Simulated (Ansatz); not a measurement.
**CH3ClF2Hf: ionisation energy by level of theory**

One table from this session's results is given with a row withheld; the runs are named, their logs left out.

Computed with Ansatz 0.2.0, Gaussian basis. Level: unrestricted cation, the program's frozen cores in correlated methods.

The runs, in order: UKS PBE-D4/def2-TZVPP; UKS r2SCAN-D4/def2-TZVPP; UKS PBE0-D4/def2-TZVPP; UKS B3LYP-D4/def2-TZVPP; UKS wB97X-V/def2-TZVPP; UKS wB97M-V/def2-TZVPP; UKS B2PLYP/def2-TZVPP; UHF-CCSD(T)/def2-TZVPP; UHF-MP2/def2-QZVPP; extrapolation to the limit; then −ε(HOMO) from the neutral's earlier runs with LDA (SPW92), PBE-D4, revPBE-D4, BLYP-D4, r2SCAN-D4, B97M-V, PBE0-D4, B3LYP-D4, r2SCANh-D4, r2SCAN0-D4, HSE06-D4, BHLYP-D4, CAM-B3LYP-D4, LC-ωPBE, ωB97X-V, ωB97M-V.

### Structure used throughout

The geometry comes from an earlier relaxation with PBE0-D4 in a triple-zeta def2 set; it is a stationary point, not always the lowest conformer. Hf takes the def2 core potential; no spin-orbit term is included.

SMILES `[CH3][Hf]([F])([F])[Cl]`, 8 atoms, charge 0, spin multiplicity 1.

Atoms are counted from 1 here; the program's logs count them from 0.

Bond lengths: C1–Hf2 2.193 Å, C1–H6 1.096 Å, C1–H7 1.096 Å, C1–H8 1.096 Å, Hf2–F3 1.895 Å, Hf2–F4 1.895 Å, Hf2–Cl5 2.347 Å. Angles: Hf2–C1–H6 111.1°, Hf2–C1–H7 111.4°, Hf2–C1–H8 111.1°, H6–C1–H7 107.7°, H6–C1–H8 107.7°, H7–C1–H8 107.7°, C1–Hf2–F3 105.5°, C1–Hf2–F4 105.5°, C1–Hf2–Cl5 106.8°, F3–Hf2–F4 111.6°, F3–Hf2–Cl5 113.3°, F4–Hf2–Cl5 113.4°.

The first run:

File in.yaml:

```yaml
crystal:
  periodic: [false, false, false]
  atoms:
    - {symbol: C, position_ang: [-0.992356, -0.201725, 0.566197]}
    - {symbol: Hf, position_ang: [0.895378, 0.091642, -0.509800]}
    - {symbol: F, position_ang: [2.219760, -0.750937, 0.551773]}
    - {symbol: F, position_ang: [0.671975, -0.788006, -2.173287]}
    - {symbol: Cl, position_ang: [1.205172, 2.408744, -0.716282]}
    - {symbol: H, position_ang: [-0.957143, 0.263864, 1.557529]}
    - {symbol: H, position_ang: [-1.211742, -1.266310, 0.705235]}
    - {symbol: H, position_ang: [-1.831054, 0.242728, 0.018636]}
basis:
  gaussian: {orbitals: def2-TZVPP}
total_charge: 1
magnetization: {spin_polarized: true, initial_magnetization: 1}
hamiltonian: {xc: pbe, dispersion: d4}
```

Run with:

```sh
$ ansatz run in.yaml --threads 2 --pin off --events-out ev --progress --plain --max-ram 32768MiB --backend cpu
```

Among the steps run: Cation, UKS PBE-D4/def2-TZVPP; Cation, UKS r2SCAN-D4/def2-TZVPP; Cation, UKS PBE0-D4/def2-TZVPP; Cation, UKS B3LYP-D4/def2-TZVPP; Cation, UKS wB97X-V/def2-TZVPP; Cation, UKS wB97M-V/def2-TZVPP; Cation, UKS B2PLYP (frozen core)/def2-TZVPP; Cation, UHF-CCSD(T)/def2-TZVPP; Cation, UHF-MP2/def2-QZVPP.

One table of the session follows, with a row left open; its other results are not shown here.

Orbital estimates, from the neutral's runs:

| functional | −ε(HOMO) (eV) |
| --- | --- |
| LDA (SPW92) | 7.37 |
| PBE-D4 | 7.20 |
| revPBE-D4 | 7.13 |
| BLYP-D4 | 7.06 |
| r2SCAN-D4 | 7.49 |
| B97M-V | 7.54 |
| PBE0-D4 | 8.55 |
| B3LYP-D4 | 8.31 |
| r2SCANh-D4 | 7.99 |
| r2SCAN0-D4 | 8.75 |
| HSE06-D4 | 8.15 |
| BHLYP-D4 | ? |
| CAM-B3LYP-D4 | 9.95 |
| LC-ωPBE | 11.34 |
| ωB97X-V | 10.96 |
| ωB97M-V | 10.82 |

Q: Estimate the row for BHLYP-D4 from the others.

Worked estimate for «−ε(HOMO) (eV)». Against the share of exact exchange, BLYP-D4 (0, 7.06), B3LYP-D4 (0.2, 8.31) give a slope of 6.25 per unit share; at 0.5 the line stands at 10.18.

As computed: −ε(HOMO) (eV): 9.80. In «−ε(HOMO) (eV)» the line misses by +0.38.
